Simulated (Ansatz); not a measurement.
# C2H3BO: a nudged elastic band in two tries

Wanted: a band of images between two relaxed ends, and a check that the input is sound. SMILES of the start: B=CC=O.

Method: RKS PBE0/def2-SVP, in Ansatz 0.2.0.

## (1) The structure to begin with

Bond lengths: B1–C2 1.395 Å, C2–C3 1.467 Å, C3–O4 1.207 Å, B1–H5 1.188 Å, C2–H6 1.101 Å, C3–H7 1.118 Å. Angles: B1–C2–C3 128.3°, B1–C2–H6 117.2°, C3–C2–H6 114.4°, C2–B1–H5 179.3°, C2–C3–O4 124.4°, C2–C3–H7 115.2°, O4–C3–H7 120.5°.

Coordinates:

```xyz
7

B    -0.7477    1.0145   -0.7582
C     0.0737    0.4300    0.2056
C     0.4414   -0.9828    0.3528
O     1.1630   -1.4123    1.2200
H    -1.4452    1.5253   -1.5728
H     0.5137    1.0962    0.9634
H     0.0010   -1.6710   -0.4108
```

## (2) The run

input.yaml

```yaml
crystal:
  periodic: [false, false, false]
  atoms:
    - { symbol: B, position_ang: [-0.747745, 1.014488, -0.758152] }
    - { symbol: C, position_ang: [0.073737, 0.430039, 0.205588] }
    - { symbol: C, position_ang: [0.441391, -0.98279, 0.352828] }
    - { symbol: O, position_ang: [1.163009, -1.412296, 1.219986] }
    - { symbol: H, position_ang: [-1.445194, 1.525305, -1.572837] }
    - { symbol: H, position_ang: [0.513745, 1.096214, 0.963399] }
    - { symbol: H, position_ang: [0.001036, -1.67096, -0.410822] }
basis:
  gaussian: { orbitals: def2-SVP }
hamiltonian:
  xc: pbe0
neb:
  order_check: false
  images: 7
  f_tol: 0.05
  max_iterations: 8
  final_atoms:
    - { symbol: B, position_ang: [-0.98199181, 1.10479848, -1.05174368] }
    - { symbol: C, position_ang: [-0.31150411, 0.13513065, -0.38638889] }
    - { symbol: C, position_ang: [0.33918963, -0.84537237, 0.24895917] }
    - { symbol: O, position_ang: [1.10758418, -0.69868937, 1.32119209] }
    - { symbol: H, position_ang: [-1.56566967, 1.9617164, -1.62781647] }
    - { symbol: H, position_ang: [1.10665508, 0.24389042, 1.55257151] }
    - { symbol: H, position_ang: [0.30571571, -1.90147421, -0.05678374] }
  initial_path:
    images:
      - { positions_ang: [[-0.747745, 1.014488, -0.758152], [0.073737, 0.430039, 0.205588], [0.441391, -0.98279, 0.352828], [1.163009, -1.412296, 1.219986], [-1.445194, 1.525305, -1.572837], [0.513745, 1.096214, 0.963399], [0.001036, -1.67096, -0.410822]] }
      - { positions_ang: [[-0.77320736, 1.03179066, -0.78844711], [0.05072826, 0.46959757, 0.18418466], [0.43607874, -0.93158929, 0.35821168], [1.15946099, -1.33864777, 1.23352455], [-1.46815662, 1.51191958, -1.60688468], [0.58833698, 0.8900922, 1.01320439], [0.00673802, -1.63316295, -0.39380349]] }
      - { positions_ang: [[-0.79866973, 1.04909332, -0.81874223], [0.02771952, 0.50915614, 0.16278132], [0.43076648, -0.88038858, 0.36359536], [1.15591297, -1.26499953, 1.2470631], [-1.49111925, 1.49853417, -1.64093235], [0.66292896, 0.68397039, 1.06300978], [0.01244004, -1.5953659, -0.37678499]] }
      - { positions_ang: [[-0.82413209, 1.06639598, -0.84903734], [0.00471078, 0.5487147, 0.14137799], [0.42545423, -0.82918788, 0.36897904], [1.15236496, -1.1913513, 1.26060166], [-1.51408187, 1.48514875, -1.67498003], [0.73752094, 0.47784859, 1.11281517], [0.01814206, -1.55756886, -0.35976648]] }
      - { positions_ang: [[-0.84959446, 1.08369864, -0.87933246], [-0.01829796, 0.58827327, 0.11997465], [0.42014197, -0.77798717, 0.37436272], [1.14881695, -1.11770306, 1.27414021], [-1.53704449, 1.47176334, -1.7090277], [0.81211291, 0.27172679, 1.16262056], [0.02384408, -1.51977181, -0.34274797]] }
      - { positions_ang: [[-0.8826938, 1.0889736, -0.92243526], [-0.0915995, 0.47498761, -0.00661624], [0.39990388, -0.79483347, 0.34301183], [1.13850876, -1.01294964, 1.28590318], [-1.54420078, 1.5942516, -1.6887249], [0.88574846, 0.2647677, 1.2601083], [0.09431199, -1.61519741, -0.27125691]] }
      - { positions_ang: [[-0.91579313, 1.09424856, -0.96553807], [-0.16490104, 0.36170196, -0.13320712], [0.3796658, -0.81167977, 0.31166095], [1.12820056, -0.90819621, 1.29766615], [-1.55135708, 1.71673987, -1.66842209], [0.959384, 0.25780861, 1.35759604], [0.1647799, -1.71062301, -0.19976586]] }
      - { positions_ang: [[-0.94889247, 1.09952352, -1.00864087], [-0.23820258, 0.2484163, -0.259798], [0.35942771, -0.82852607, 0.28031006], [1.11789237, -0.80344279, 1.30942912], [-1.55851337, 1.83922813, -1.64811928], [1.03301954, 0.25084951, 1.45508377], [0.2352478, -1.80604861, -0.1282748]] }
      - { positions_ang: [[-0.98199181, 1.10479848, -1.05174368], [-0.31150411, 0.13513065, -0.38638889], [0.33918963, -0.84537237, 0.24895917], [1.10758418, -0.69868937, 1.32119209], [-1.56566967, 1.9617164, -1.62781647], [1.10665508, 0.24389042, 1.55257151], [0.30571571, -1.90147421, -0.05678374]] }
  spring: -5.0
```

Run with:

```console
$ ansatz run input.yaml --threads 1 --pin off --max-ram 2048MiB --backend cpu --events-out ev --progress --plain --runs-dir out
```

Q: Predict the outcome of this session. Wanted: first try.

As calculated:

| quantity | value |
| --- | --- |
| first try | refused |
| cause | a negative spring would push the images apart instead of spacing them |

**Reading.** The fault in the first input was caught at the input check and cost nothing.
